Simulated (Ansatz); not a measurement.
# ClH8NSi2: the cost of one run

Method: UKS CAM-B3LYP-D4/STO-3G, in Ansatz 0.2.0.

## Step 1: The system as given

Bond lengths: Si1–Cl2 2.495 Å, Si1–H3 1.456 Å, Si1–H4 1.485 Å, Si1–N5 1.708 Å, Si1–Si7 2.602 Å, N5–H8 1.005 Å, N5–H9 1.005 Å, Si7–H10 1.458 Å, Si7–H11 1.462 Å, Si7–H12 1.459 Å. Angles (14 of 19 angles, heavy atoms first): Cl2–Si1–N5 83.8°, Cl2–Si1–Si7 90.7°, N5–Si1–Si7 117.4°, Cl2–Si1–H3 81.9°, Cl2–Si1–H4 172.7°, H3–Si1–N5 129.0°, H3–Si1–Si7 111.5°, H4–Si1–N5 96.1°, H4–Si1–Si7 82.9°, Si1–N5–H8 122.4°, Si1–N5–H9 121.0°, Si1–Si7–H10 105.8°, Si1–Si7–H11 134.1°, Si1–Si7–H12 91.2°.

As a file:

```xyz
12

Si   -0.8445   -0.2711    0.0892
Cl    0.2710   -2.2859   -0.8700
H    -1.8441   -0.6013   -0.9161
H    -1.3363    1.0062    0.6662
N    -0.5296   -1.0353    1.5839
H     0.6826   -0.5758   -0.8098
Si    1.0175    1.2621   -0.8857
H    -0.2860   -2.0076    1.6500
H    -0.9037   -0.6681    2.4418
H     1.8711    1.6176    0.2417
H     1.8429    1.2189   -2.0912
H     0.0589    2.3403   -1.1000
```

## Step 2: Run 1

150 steps of 0.5 fs at constant energy, with velocities drawn for 100 K.

Contents of input.yaml:

```yaml
crystal:
  periodic: [false, false, false]
  atoms:
    - { symbol: Si, position_ang: [-0.8445, -0.2711, 0.0892] }
    - { symbol: Cl, position_ang: [0.271, -2.2859, -0.87] }
    - { symbol: H, position_ang: [-1.8441, -0.6013, -0.9161] }
    - { symbol: H, position_ang: [-1.3363, 1.0062, 0.6662] }
    - { symbol: "N", position_ang: [-0.5296, -1.0353, 1.5839] }
    - { symbol: H, position_ang: [0.6826, -0.5758, -0.8098] }
    - { symbol: Si, position_ang: [1.0175, 1.2621, -0.8857] }
    - { symbol: H, position_ang: [-0.286, -2.0076, 1.65] }
    - { symbol: H, position_ang: [-0.9037, -0.6681, 2.4418] }
    - { symbol: H, position_ang: [1.8711, 1.6176, 0.2417] }
    - { symbol: H, position_ang: [1.8429, 1.2189, -2.0912] }
    - { symbol: H, position_ang: [0.0589, 2.3403, -1.1] }
magnetization:
  spin_polarized: true
basis:
  gaussian: { orbitals: STO-3G }
hamiltonian:
  xc: cam_b3lyp
  dispersion: d4
md:
  timestep: 0.5
  n_steps: 150
  ensemble: nve
  temperature: 100.0
  initial_velocities: maxwell_boltzmann
  seed: 826261
```

On the command line:

```sh
$ ansatz run input.yaml --threads 1 --pin off --max-ram 2048MiB --backend cpu --events-out ev --progress --plain --runs-dir out
```

Q: Estimate wall time and peak memory on 1 thread of Arm Neoverse V2, shared host.

About 9.5 min, with a peak of 0.17 GiB.
